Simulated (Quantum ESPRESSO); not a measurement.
## Cs3Pb2S2: projected density of states with PBE+rVV10

The system is Cs3Pb2S2.

```
Cs Pb S
1.0
     3.40960    1.96853    5.78152
    -3.40960    1.96853    5.78152
     0.00000   -3.93707    5.78152
Cs Pb S
3 2 2
Cartesian
  0.0000 -1.9685 2.8908
  1.7048 0.9843 2.8908
  -1.7048 0.9843 2.8908
  0.0000 0.0000 4.8721
  0.0000 0.0000 12.4725
  0.0000 0.0000 8.6723
  0.0000 0.0000 0.0000
```

The cell was built by a generator and needn't be a form met in nature.

```yaml
Program: Quantum ESPRESSO 7.5
Task: projected density of states
Functional: PBE
Dispersion: rVV10
Potentials_or_basis: GBRV 1.5 PBE
Cutoff: 612 eV
Density_cutoff: 4898 eV
k_mesh: 4 × 4 × 4
Occupations: cold, width 0.05 eV
Spin: no spin polarisation
rVV10_parameter_b: 6.3
Mixing_beta: 0.5
Most_SCF_iterations: 120
SCF_threshold: 1.4e-09 Ry
Dos_occupations: tetrahedra_opt
```

```json
{
  "Pressure": "9.8 GPa",
  "Largest force": "8.101 eV/Å",
  "Band gap on the k mesh": "none (metal or under the smearing width)",
  "Loewdin charges": "Cs -0.62; Pb +1.06; S -0.07, -0.00 e"
}
```

Forces in eV/Å, atoms in the order of the input:
```
Cs   0.000  0.000  0.000
Cs   0.000  0.000  0.000
Cs   0.000  0.000  0.000
Pb   0.000  0.000  8.101
Pb   0.000  0.000 -8.101
S    0.000  0.000  0.000
S    0.000  0.000  0.000
```

Stress tensor (GPa, compression positive):
```
 8.34  0.00  0.00
 0.00  8.34  0.00
 0.00  0.00 12.83
```

Levels at points of the mesh, in eV from the Fermi level:
```
              k point  band 29  band 30  band 31  band 32  band 33  band 34  band 35  band 36  band 37  band 38
   (0.00, 0.00, 0.00)    -1.31    -1.08    -0.99    -0.99    -0.69    -0.57    -0.57     1.81     2.44     2.44
  (0.00, 0.00, -0.50)    -1.45    -1.24    -0.91    -0.82     0.16     0.36     0.79     0.79     0.99     1.73
 (0.00, -0.50, -0.50)    -1.71    -1.43    -0.87    -0.76    -0.68    -0.01     0.36     2.10     2.19     2.35
(-0.50, -0.50, -0.50)    -1.56    -1.11    -0.65    -0.65    -0.55     0.12     0.12     0.79     0.79     2.08
```

States per cell in windows of 1 eV (zero at the Fermi level; states under -8 eV left out):
| from (eV) | total | S#7 p wfc2 | S#6 p wfc2 | Pb#4 p wfc3 | Pb#5 p wfc3 | Cs#1 d wfc3 | Cs#2 d wfc3 |
| --- | --- | --- | --- | --- | --- | --- | --- |
| -8.0 | 1.62 | 0.00 | 0.00 | 0.04 | 0.04 | 0.08 | 0.08 |
| -7.0 | 1.78 | 0.00 | 0.00 | 0.06 | 0.06 | 0.05 | 0.05 |
| -6.0 | 0.24 | 0.00 | 0.00 | 0.01 | 0.01 | 0.00 | 0.00 |
| -5.0 | 0.00 | 0.00 | 0.00 | 0.00 | 0.00 | 0.00 | 0.00 |
| -4.0 | 0.00 | 0.00 | 0.00 | 0.00 | 0.00 | 0.00 | 0.00 |
| -3.0 | 0.48 | 0.10 | 0.10 | 0.05 | 0.05 | 0.04 | 0.04 |
| -2.0 | 9.11 | 3.00 | 2.70 | 0.47 | 0.47 | 0.47 | 0.47 |
| -1.0 | 5.76 | 1.39 | 1.75 | 0.68 | 0.68 | 0.25 | 0.25 |
| 0.0 | 3.28 | 0.39 | 0.28 | 0.81 | 0.81 | 0.19 | 0.19 |
| 1.0 | 3.02 | 0.14 | 0.11 | 0.82 | 0.82 | 0.21 | 0.21 |
| 2.0 | 4.48 | 0.10 | 0.10 | 0.81 | 0.81 | 0.60 | 0.60 |
| 3.0 | 4.03 | 0.13 | 0.10 | 0.23 | 0.23 | 0.89 | 0.89 |
| 4.0 | 4.94 | 0.11 | 0.12 | 0.20 | 0.20 | 0.96 | 0.96 |
| 5.0 | 2.71 | 0.07 | 0.06 | 0.14 | 0.14 | 0.49 | 0.49 |

Run time: 9.7 min on 1 thread of AMD EPYC 9R14 (Zen 4), with other jobs on the host, peak memory 0.74 GiB.

Caveat: rVV10's parameter b was fitted to another functional; forces of over 1 eV/Å show positions far from the minimum, so gaps and moduli don't describe the material at rest. Spin-orbit coupling is left out, which matters for the levels of Cs, Pb.
